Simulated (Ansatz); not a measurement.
# YbSe (NiAs type): equation of state

The task here is to estimate one member of a computed series from the others.

Program: Ansatz 0.2.0. Level of theory: DFT PBEsol, scalar-relativistic, plane waves, PAW. These are calculated values, not measurements.

1 further run of the same task is left out (it didn't finish).

### The system as given

It takes space group P6_3/mmc (No. 194, hexagonal). The conventional cell has a = 4.019 Å, b = 4.019 Å, c = 6.958 Å, α = 90.00°, β = 90.00°, γ = 120.00°. Around Yb (site symmetry -3m) lie 6 Se at 2.90 Å. Se (site symmetry -6m2) is surrounded by 6 Yb at 2.90 Å.

Structure file:

```cif
data_structure
_symmetry_space_group_name_H-M 'P 1'
_symmetry_Int_Tables_number 1
_cell_length_a 4.0185
_cell_length_b 4.0185
_cell_length_c 6.9576
_cell_angle_alpha 90.000
_cell_angle_beta 90.000
_cell_angle_gamma 120.000
_cell_volume 97.30
loop_
_atom_site_label
_atom_site_type_symbol
_atom_site_fract_x
_atom_site_fract_y
_atom_site_fract_z
_atom_site_occupancy
Yb1 Yb 0.00000 0.00000 0.00000 1
Yb2 Yb 0.00000 0.00000 0.50000 1
Se1 Se 0.33333 0.66667 0.25000 1
Se2 Se 0.66667 0.33333 0.75000 1
```

This cell comes from an earlier session at PBEsol: 24.326 Å³/atom at 0.00 GPa, on a 10×10×6 mesh.

Volume factors to run: 0.980, 1.020, 0.960, 1.040.

The first run:

Contents of input.yaml:

```yaml
crystal:
  lattice:
    - [3.9915507481, 0.0, 0.0]
    - [-1.9957753741, 3.4567843483, 0.0]
    - [0.0, 0.0, 6.9109241506]
  atoms:
    - { symbol: Yb, position: [0.0, 0.0, 0.0] }
    - { symbol: Yb, position: [0.0, 0.0, 0.5] }
    - { symbol: Se, position: [0.3333333333, 0.6666666667, 0.25] }
    - { symbol: Se, position: [0.6666666667, 0.3333333333, 0.75] }
basis:
  ecutwfc: 420
  ecutrho_ratio: 4
kpoints:
  mp_grid: { grid: [10, 10, 6] }
hamiltonian:
  xc: pbesol
scf:
  occupations: { method: gaussian, width: 0.05 }
output:
  forces: true
  stress: true
  eigenvalues: true
relax:
  f_tol: 0.01
  max_steps: 40
  cell: { stress_tol: 0.1, fix: [volume] }
```

On the command line:

```bash
ansatz run input.yaml --threads 4 --pin off --max-ram 4096MiB --backend cpu --events-out ev --progress --plain --runs-dir out
```

Steps of the session up to this table: At 0.980 of the relaxed volume; Volume × 1.020; Scaling the volume by 0.960; At 1.040 of the relaxed volume.

One of the session's tables, all rows but one given; the rest of the session is left out.

It belongs to the step «The fit». 

```
volume (Å³/atom)  energy (meV/atom)  pressure (GPa)
          23.353               7.32            2.50
          23.839                  ?               ?
          24.326               0.00            0.00
          24.812               1.63           -1.05
          25.299               6.31           -2.02
```

Estimate the missing values for volume (Å³/atom) = 23.839.

Worked estimate for «energy (meV/atom)». A straight line through the neighbours (23.353, 7.32) and (24.326, 0.00) gives 7.32 + (0.00 − 7.32) × (23.839 − 23.353) / (24.326 − 23.353) = 3.66; a parabola fitted to 3 rows on both sides gives 1.90.

**Answer.** energy (meV/atom): 1.78; pressure (GPa): 1.17. In «energy (meV/atom)» the line misses by +1.88 and the parabola by +0.12.
